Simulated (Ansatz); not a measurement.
# Ti: the cost of one run

Computed with Ansatz 0.2.0 (DFT PBE, scalar-relativistic, plane waves, PAW, unless a step's input says otherwise).

## (1) The system as given

Symmetry: P6_3/mmc, No. 194, hexagonal system. Conventional cell: a = 2.950 Å, b = 2.950 Å, c = 4.680 Å, α = 90.00°, β = 90.00°, γ = 120.00°. Around Ti (site symmetry -6m2) lie 12 Ti at 2.89 to 2.95 Å.

Coordinates:

```cif
data_structure
_symmetry_space_group_name_H-M 'P 1'
_symmetry_Int_Tables_number 1
_cell_length_a 5.9000
_cell_length_b 5.9000
_cell_length_c 9.3600
_cell_angle_alpha 90.000
_cell_angle_beta 90.000
_cell_angle_gamma 120.000
_cell_volume 282.17
loop_
_atom_site_label
_atom_site_type_symbol
_atom_site_fract_x
_atom_site_fract_y
_atom_site_fract_z
_atom_site_occupancy
Ti1 Ti 0.16667 0.33333 0.12500 1
Ti2 Ti 0.33333 0.16667 0.37500 1
Ti3 Ti 0.16667 0.33333 0.62500 1
Ti4 Ti 0.33333 0.16667 0.87500 1
Ti5 Ti 0.16667 0.83333 0.12500 1
Ti6 Ti 0.33333 0.66667 0.37500 1
Ti7 Ti 0.16667 0.83333 0.62500 1
Ti8 Ti 0.33333 0.66667 0.87500 1
Ti9 Ti 0.66667 0.33333 0.12500 1
Ti10 Ti 0.83333 0.16667 0.37500 1
Ti11 Ti 0.66667 0.33333 0.62500 1
Ti12 Ti 0.83333 0.16667 0.87500 1
Ti13 Ti 0.66667 0.83333 0.12500 1
Ti14 Ti 0.83333 0.66667 0.37500 1
Ti15 Ti 0.66667 0.83333 0.62500 1
Ti16 Ti 0.83333 0.66667 0.87500 1
```

## (2) Relaxing cell and atoms: Ti, no spin

The input, input.yaml:

```yaml
crystal:
  lattice:
    - [5.9, 0.0, 0.0]
    - [-2.95, 5.1095498824, 0.0]
    - [0.0, 0.0, 9.36]
  atoms:
    - { symbol: Ti, position: [0.1666666667, 0.3333333333, 0.125] }
    - { symbol: Ti, position: [0.3333333333, 0.1666666667, 0.375] }
    - { symbol: Ti, position: [0.1666666667, 0.3333333333, 0.625] }
    - { symbol: Ti, position: [0.3333333333, 0.1666666667, 0.875] }
    - { symbol: Ti, position: [0.1666666667, 0.8333333333, 0.125] }
    - { symbol: Ti, position: [0.3333333333, 0.6666666667, 0.375] }
    - { symbol: Ti, position: [0.1666666667, 0.8333333333, 0.625] }
    - { symbol: Ti, position: [0.3333333333, 0.6666666667, 0.875] }
    - { symbol: Ti, position: [0.6666666667, 0.3333333333, 0.125] }
    - { symbol: Ti, position: [0.8333333333, 0.1666666667, 0.375] }
    - { symbol: Ti, position: [0.6666666667, 0.3333333333, 0.625] }
    - { symbol: Ti, position: [0.8333333333, 0.1666666667, 0.875] }
    - { symbol: Ti, position: [0.6666666667, 0.8333333333, 0.125] }
    - { symbol: Ti, position: [0.8333333333, 0.6666666667, 0.375] }
    - { symbol: Ti, position: [0.6666666667, 0.8333333333, 0.625] }
    - { symbol: Ti, position: [0.8333333333, 0.6666666667, 0.875] }
scf:
  occupations: { method: gaussian, width: 0.1 }
output:
  forces: true
  stress: true
  eigenvalues: true
hamiltonian:
  xc: pbe
kpoints:
  mp_grid: { grid: [8, 8, 5] }
relax:
  f_tol: 0.01
  max_steps: 60
  cell: { stress_tol: 0.03 }
```

Started as:

```console
> ansatz run input.yaml --threads 4 --pin off --max-ram 8192MiB --backend cpu --events-out ev --progress --plain --runs-dir out
```

**Question.** How long does this run take on 4 threads of Intel Xeon Platinum 8488C (Sapphire Rapids), shared host, and how much memory does it need?

About 58 s, with a peak of 1.5 GiB.
